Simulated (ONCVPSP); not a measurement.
**An ONCV potential for mercury, from input to tests**

Aim: build the potential from the settings below, then test how well it stands in for the atom: other configurations, scattering, ghost states and the plane-wave cutoff that it needs.

Method: ONCVPSP 4.0.1, PBEsol, scalar-relativistic.

## (1) The atom and the settings

The settings as typed:

* element: mercury (Hg, Z = 80)
* type: optimised norm-conserving Vanderbilt (ONCV)
* frozen core: [Xe] 4f14
* valence charge: 12
* reference configuration: 5d10 (charge +2)
* partial waves: s scattering state at 0.32 Ha: rc 2.25 bohr, ncon 3, nbas 7, qcut 3 1/bohr, 2 projectors, debl 2.8 Ha; p scattering state at 0.16 Ha: rc 2.20 bohr, ncon 4, nbas 7, qcut 3.1 1/bohr, 2 projectors, debl 1.1 Ha; 5d: rc 2.20 bohr, ncon 3, nbas 8, qcut 7 1/bohr, 3 projectors, debl 0.8 Ha
* local potential: polynomial inside 1.80 bohr (lpopt 4, dvloc0 0 Ha)
* core correction: not asked for

## (2) Generation

Input file Hg.dat:

```
# ATOM AND REFERENCE CONFIGURATION
# atsym  z   nc   nv     iexc    psfile
  Hg 80.00   12    1  -116133      upf
#
#   n    l    f
    1    0    2.00
    2    0    2.00
    2    1    6.00
    3    0    2.00
    3    1    6.00
    3    2   10.00
    4    0    2.00
    4    1    6.00
    4    2   10.00
    4    3   14.00
    5    0    2.00
    5    1    6.00
    5    2   10.00
#
# PSEUDOPOTENTIAL AND OPTIMIZATION
# lmax
    2
#
#   l,   rc,      ep,       ncon, nbas, qcut
    0    2.25    0.32    3    7    3.00
    1    2.20    0.16    4    7    3.10
    2    2.20    0.00    3    8    7.00
#
# LOCAL POTENTIAL
# lloc, lpopt,  rc(5),   dvloc0
    4    4    1.80    0.00
#
# VANDERBILT-KLEINMAN-BYLANDER PROJECTORs
# l, nproj, debl
    0    2    2.80
    1    2    1.10
    2    3    0.80
#
# MODEL CORE CHARGE
# icmod, fcfact, rcfact
    0    0.00    0.00
#
# LOG DERIVATIVE ANALYSIS
# epsh1, epsh2, depsh
   -3.00    5.00    0.02
#
# OUTPUT GRID
# rlmax, drl
    6.00    0.01
#
# TEST CONFIGURATIONS
# ncnf
    4
# nvcnf
#   n    l    f
    2
    5    2   10.00
    6    0    2.00
#
    2
    5    2   10.00
    6    0    1.00
#
    1
    5    2    9.00
#
    2
    5    2    9.00
    6    0    2.00
#
```

Started as:

```bash
$ oncvpsp.x < Hg.dat > Hg.out
```

**Question.** What will these runs give? Wanted: cutoffs for 1 and 0.1 mHa per electron, occupied waves; bound ghosts; GHOST(+) flags; largest test error; largest phase difference near zero energy, channels read; projector energies reset by the program.

**Answer**, as computed:

| quantity | value |
| --- | --- |
| cutoffs for 1 and 0.1 mHa per electron, occupied waves | 17 Ha and 20 Ha |
| bound ghosts | none found |
| GHOST(+) flags | s at 74 eV, p at 72 eV |
| largest test error (AE − PS) | +340 meV, for 5d9 6s2 |
| largest phase difference near zero energy, channels read | 0.003 rad |
| projector energies reset by the program | s: 0.050, 2.850 Ha; p: 0.050, 1.150 Ha; d: -1.059, 0.250, 1.050 Ha |

In words: By total energies transferability is poor: the largest error is 340 meV on 14.2 eV, for 5d9 6s2. By its cutoff, 17 Ha for the looser tolerance, it is soft on the atom at that tolerance. It is free of bound ghosts as far as tested. Near zero energy the phases of the channels with partial waves agree within 0.003 rad. The program also flags highly localised states, GHOST(+) (s, p).
